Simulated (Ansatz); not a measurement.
# CaSn2: the cost of one run

Computed with Ansatz 0.2.0 (DFT PBE, scalar-relativistic, plane waves, PAW, unless a step's input says otherwise).

1 further run of the same task is left out (it didn't finish).

## 1. The system as given

It takes space group I4/mmm (No. 139, tetragonal). Conventional cell: a = 3.971 Å, b = 3.971 Å, c = 9.742 Å, α = 90.00°, β = 90.00°, γ = 90.00°. Ca (site symmetry 4/mmm) is surrounded by 10 Sn at 3.24 to 3.26 Å. Sn (site symmetry 4mm) is surrounded by 5 Sn at 3.21 to 3.26 Å and 5 Ca at 3.24 to 3.26 Å.

Structure file:

```cif
data_structure
_symmetry_space_group_name_H-M 'I4/mmm'
_symmetry_Int_Tables_number 139
_cell_length_a 3.9714
_cell_length_b 3.9714
_cell_length_c 9.7423
_cell_angle_alpha 90.000
_cell_angle_beta 90.000
_cell_angle_gamma 90.000
_cell_volume 153.66
loop_
_atom_site_label
_atom_site_type_symbol
_atom_site_symmetry_multiplicity
_atom_site_Wyckoff_symbol
_atom_site_fract_x
_atom_site_fract_y
_atom_site_fract_z
_atom_site_occupancy
Ca1 Ca 2 a 0.00000 0.00000 0.00000 1
Sn1 Sn 4 e 0.50000 0.50000 0.16500 1
```

(A quick probe on a coarse mesh, which set the mesh and smearing, is not shown.)

## 3. Coarse relaxation

Contents of input.yaml:

```yaml
crystal:
  lattice:
    - [-1.9857010014, 1.9857010014, 4.8711727692]
    - [1.9857010014, -1.9857010014, 4.8711727692]
    - [1.9857010014, 1.9857010014, -4.8711727692]
  atoms:
    - { symbol: Ca, position: [0.0, 0.0, 0.0] }
    - { symbol: Sn, position: [0.665, 0.665, 0.0] }
    - { symbol: Sn, position: [0.335, 0.335, 0.0] }
basis:
  ecutwfc: 420
kpoints:
  mp_grid: { grid: [6, 6, 6] }
hamiltonian:
  xc: pbe
scf:
  occupations: { method: gaussian, width: 0.1 }
  lower_state_search: "off"
output:
  forces: true
  stress: true
  eigenvalues: true
relax:
  adjacent_minimum: "off"
  f_tol: 0.04
  max_steps: 70
  cell: { stress_tol: 0.4 }
```

Run with:

```bash
$ ansatz run input.yaml --threads 1 --pin off --max-ram 2560MiB --backend cpu --events-out ev --progress --plain --runs-dir out
```

Q: Estimate wall time and peak memory on 1 thread of Arm Neoverse V2, shared host.

About 20 s, with a peak of 0.37 GiB.
